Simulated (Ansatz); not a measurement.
# Cu+ with C₂H₂: structure and interaction energy

The task here is to estimate one member of a computed series from the others.

The runs use Ansatz 0.2.0, Gaussian basis; PBE0-D4 structure, single points in def2-TZVPPD.

Levels: PBE-D4, revPBE-D4, BLYP-D4, r2SCAN-D4, B97M-V, PBE0-D4, B3LYP-D4, HSE06-D4, wB97X-V, wB97M-V, B2PLYP, Hartree-Fock, MP2, CCSD, CCSD(T). The reference is CCSD(T) extrapolated to the basis limit. For elements past Ar these valence bases correlate outer-core shells poorly and lack relativity, so that limit is rough.

Correlated methods freeze the cores. The 3s and 3p shells of Cu and Zn are frozen; filled d shells are correlated. B3LYP uses VWN-RPA correlation. B2PLYP carries no dispersion term here.

163 further runs of the same task are left out: 163 set aside as unsound or not needed.

## Where the work starts

The pair, from a GFN2-xTB docking trial: 5 atoms, charge 1, spin multiplicity 1.

Atoms are counted from 1 here; the program's logs count them from 0.

Bond lengths: Cu1–C2 2.096 Å, Cu1–C3 2.104 Å, C2–C3 1.220 Å, C2–H4 1.065 Å, C3–H5 1.065 Å. Angles: C2–Cu1–C3 33.8°, Cu1–C2–C3 73.5°, Cu1–C2–H4 121.4°, C3–C2–H4 165.1°, Cu1–C3–C2 72.8°, Cu1–C3–H5 120.3°, C2–C3–H5 166.9°.

Coordinates:

```xyz
5

Cu   -0.02790   -0.20260   -1.69800
C     0.08280    0.63670    0.21950
C    -0.07120   -0.56410    0.37400
H     0.23410    1.68140    0.36050
H    -0.21780   -1.55150    0.74400
```

Atoms 1 to 1 are fragment A (Cu+), the rest fragment B (C₂H₂).

Set-up of the first run:

Input file pre/in.yaml:

```yaml
crystal:
  periodic: [false, false, false]
  atoms:
    - {symbol: Cu, position_ang: [-0.027900, -0.202600, -1.698000]}
    - {symbol: C, position_ang: [0.082800, 0.636700, 0.219500]}
    - {symbol: C, position_ang: [-0.071200, -0.564100, 0.374000]}
    - {symbol: H, position_ang: [0.234100, 1.681400, 0.360500]}
    - {symbol: H, position_ang: [-0.217800, -1.551500, 0.744000]}
basis:
  gaussian: {orbitals: def2-SVP}
total_charge: 1
hamiltonian: {xc: pbe, dispersion: d4}
relax: {f_tol: 0.03, max_steps: 250}
```

Command:

```bash
> ansatz run in.yaml --threads 2 --pin off --events-out ev --progress --plain --max-ram 5222MiB
```

Steps of the session up to this table: A first relaxation in a small basis; Relaxation at PBE0-D4; wB97X-V/def2-TZVPPD; wB97M-V/def2-TZVPPD; B2PLYP/def2-TZVPPD; B97M-V/def2-TZVPPD; CCSD(T)/def2-TZVPPD; MP2/def2-QZVPPD; Hartree-Fock/STO-3G; SPW92/def2-SVP; wB97M-V/def2-SVP; CCSD(T)/def2-SVP; Vibrations of the pair.

One of the session's tables, all rows but one given; the rest of the session is left out.

| method | interaction (meV) |
| --- | --- |
| PBE-D4 | -2416 |
| revPBE-D4 | -2235 |
| BLYP-D4 | -2273 |
| r2SCAN-D4 | -2438 |
| B97M-V | -2328 |
| PBE0-D4 | -2089 |
| B3LYP-D4 | -2050 |
| HSE06-D4 | -2083 |
| wB97X-V | -1957 |
| wB97M-V | -1945 |
| B2PLYP | -1901 |
| Hartree-Fock | -959 |
| MP2 | ? |
| CCSD | -1491 |
| CCSD(T) | -1610 |
| CCSD(T)/CBS | -1807 |

**Question.** Estimate the row for MP2.

The run gave: interaction (meV): -1786. In the column «interaction (meV)» it lies between CCSD(T)/CBS (-1807) and CCSD(T) (-1610).

Among the levels timed on like hardware and quicker than the yardstick, those that no quicker one beats, quickest first: PBE-D4 (5.8 s, -609 meV); BLYP-D4 (6.2 s, -467 meV); revPBE-D4 (6.6 s, -428 meV); PBE0-D4 (7.5 s, -283 meV); B3LYP-D4 (7.8 s, -243 meV); B2PLYP (19 s, -94 meV).

B2PLYP reaches 94 meV from the reference in 19 s, where CCSD(T)/CBS took 1.7 min; the quickest level in the cost chart, PBE-D4, takes 5.8 s and misses by 609 meV.

To keep in mind: A lower arrangement may exist.
